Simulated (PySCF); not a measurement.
# ZnCd: basis, grid and Hamiltonian

Aim: see how much the energy and properties of ZnCd depend on the numerical set-up.

Method: each script names its method and basis; program: PySCF 2.14.0.

2 further runs of the same task are left out: 2 for a known fault of the program.

## 1. Where the work starts

ZnCd: 2 atoms, charge 0, spin multiplicity 1.

Bond lengths: Zn1–Cd2 2.590 Å.

## 2. The run that the others are compared with

Input file input.py:

```python
from pyscf import gto, scf

mol = gto.M(
    atom='Zn 0 0 0; Cd 0 0 2.59',
    basis='3-21g',
    charge=0,
    spin=0,
    verbose=4,
)
mf = scf.RHF(mol)
mf.kernel()
mf.analyze()
print('orbital energies (hartree):', mf.mo_energy[..., max(0, mol.nelec[1]-3):mol.nelec[0]+3].round(4))
```

On the command line:

```
$ OMP_NUM_THREADS=1 python input.py
```

The log of this run is left out.

In short: E(SCF) = -7208.762715 Eh, 9 cycles, μ = 0.24 D.

No relativity is included for the heavy element. The bond length is a typed value, not an optimised one.

## 3. Spin-free X2C on

Run 1 changes spin-free X2C: off → on.

Input file input.py:

```python
from pyscf import gto, scf

mol = gto.M(
    atom='Zn 0 0 0; Cd 0 0 2.59',
    basis='3-21g',
    charge=0,
    spin=0,
    verbose=4,
)
mf = scf.RHF(mol)
mf = mf.sfx2c1e()
mf.kernel()
mf.analyze()
print('orbital energies (hartree):', mf.mo_energy[..., max(0, mol.nelec[1]-3):mol.nelec[0]+3].round(4))
```

On the command line:

```
$ OMP_NUM_THREADS=1 python input.py
```

## 4. Ano-rcc-vdzp (X2C on)

Run 2 changes basis set: 3-21g → ano-rcc-vdzp; spin-free X2C: off → on.

Changes to input.py since step 2:

```diff
@@ -4,3 +4,3 @@
     atom='Zn 0 0 0; Cd 0 0 2.59',
-    basis='3-21g',
+    basis='ano-rcc-vdzp',
     charge=0,
@@ -10,2 +10,3 @@
 mf = scf.RHF(mol)
+mf = mf.sfx2c1e()
 mf.kernel()
```

## 5. Def2-svpd (core potential on)

Run 3 changes basis set: 3-21g → def2-svpd; core potential: off → on. The core potential changes with it: totals don't compare.

Input file input.py:

```python
from pyscf import gto, scf

mol = gto.M(
    atom='Zn 0 0 0; Cd 0 0 2.59',
    basis='def2-svpd',
    ecp={'Cd': 'def2-svpd'},
    charge=0,
    spin=0,
    verbose=4,
)
mf = scf.RHF(mol)
mf.kernel()
mf.mulliken_pop()
mf.dip_moment()
print('orbital energies (hartree):', mf.mo_energy[..., max(0, mol.nelec[1]-3):mol.nelec[0]+3].round(4))
```

## 6. Cartesian functions on

Run 4 changes Cartesian functions: off → on.

Changes to input.py since step 2:

```diff
@@ -7,2 +7,3 @@
     spin=0,
+    cart=True,
     verbose=4,
```

**Question.** What will these runs give? Wanted: for each run, E(SCF); from base; gap; SCF dipole.

The runs gave:

```tsv
run	E(SCF) (hartree)	from base (eV)	cycles	gap (eV)	SCF dipole (D)	functions
base	-7208.762715	0	9	6.14	0.24	63
spin-free X2C on	-7308.337365	-2709.5643	9	6.33	0.14	63
ano-rcc-vdzp (X2C on)	-7385.515362	not comparable	9	7.01	0.33	77
def2-svpd (core potential on)	-1944.379572	not comparable	11	6.70	0.10	68
Cartesian functions on	-7209.282625	-14.1475	9	6.15	0.25	68
```

What this shows: Of the runs whose energies can be compared, “spin-free X2C on” moves the SCF energy most (-2709.564 eV). Scalar relativity lowers the total energy by 2709.56 eV, nearly all of it in the inner shells; a basis contracted without relativity catches only part of it. The dearest run is “ano-rcc-vdzp (X2C on)”, at 22 s against 1.3 s.
